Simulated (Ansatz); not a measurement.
# Ta9Al: the cost of one run

All numbers below are computed with Ansatz 0.2.0 (DFT PBE, scalar-relativistic, plane waves, PAW).

1 further run of the same task is left out (it didn't finish).

## (1) The system as given

The cell holds 20 atoms (Al2Ta18): a = 7.212 Å, b = 7.212 Å, c = 7.212 Å, α = 80.92°, β = 80.92°, γ = 80.92°.

The sites of an ideal bcc lattice, at a guessed lattice constant, take 2 Al, 18 Ta (sublattices apart by semicolons), with a shake of 0.02 Å. Warren-Cowley parameters of the first shell (negative: unlike neighbours preferred): Al-Ta +0.03. In a cell this small the draw can fall short of the order aimed at.

Its coordinates follow in the input file.

## (2) Relaxation without symmetry, coarse mesh

Cell and atoms move without symmetry, on a coarse mesh with loose thresholds.

input.yaml

```yaml
crystal:
  lattice:
    - [-4.96387293, 4.96387293, -1.65462431]
    - [-4.96387293, -1.65462431, 4.96387293]
    - [1.65462431, 4.96387293, 4.96387293]
  atoms:
    - { symbol: Al, position: [0.2003476602, 0.2003776575, 0.1966195356] }
    - { symbol: Al, position: [0.3014202615, 0.7991393351, 0.2997402896] }
    - { symbol: Ta, position: [0.001013818, 0.0040237035, 0.000246561] }
    - { symbol: Ta, position: [0.5030111522, 0.5043401698, 0.0006168989] }
    - { symbol: Ta, position: [0.5987486652, 0.1018079715, 0.0992952977] }
    - { symbol: Ta, position: [0.0991422064, 0.6006870856, 0.1031245022] }
    - { symbol: Ta, position: [0.6997172836, 0.6990477483, 0.2026721789] }
    - { symbol: Ta, position: [0.7987244311, 0.3044834863, 0.3032243859] }
    - { symbol: Ta, position: [0.4003494029, 0.4013230848, 0.4041452148] }
    - { symbol: Ta, position: [0.4981763598, 0.9991016021, 0.5009555736] }
    - { symbol: Ta, position: [0.0022769886, 0.5041422568, 0.496311764] }
    - { symbol: Ta, position: [0.1003474319, 0.0969169087, 0.6023472605] }
    - { symbol: Ta, position: [0.8994013941, 0.8977528822, 0.4019710833] }
    - { symbol: Ta, position: [0.5981173472, 0.6027243349, 0.598674562] }
    - { symbol: Ta, position: [0.6958604617, 0.1988074878, 0.6996307662] }
    - { symbol: Ta, position: [0.2005118992, 0.7097766572, 0.6980636028] }
    - { symbol: Ta, position: [0.2982670347, 0.2969546709, 0.79816608] }
    - { symbol: Ta, position: [0.8006983793, 0.8029591288, 0.7955232423] }
    - { symbol: Ta, position: [0.9034908071, 0.4009238505, 0.9035381976] }
    - { symbol: Ta, position: [0.3943476404, 0.9005992489, 0.9034234309] }
  symmetry: { detect: false }
basis:
  ecutwfc: 420
kpoints:
  mp_grid: { grid: [2, 2, 2], shift: [0.5, 0.5, 0.5] }
hamiltonian:
  xc: pbe
scf:
  occupations: { method: gaussian, width: 0.1 }
  lower_state_search: "off"
output:
  forces: true
  stress: true
  eigenvalues: true
relax:
  adjacent_minimum: "off"
  f_tol: 0.04
  max_steps: 50
  cell: { stress_tol: 0.3 }
```

Command:

```sh
$ ansatz run input.yaml --threads 4 --pin off --max-ram 9216MiB --backend cpu --events-out ev --progress --plain --runs-dir out
```

What time and memory should one allow on 4 threads of Intel Xeon Platinum 8259CL at 2.50GHz (Skylake/Cascade Lake), shared host?

About 55 s, with a peak of 1.3 GiB.
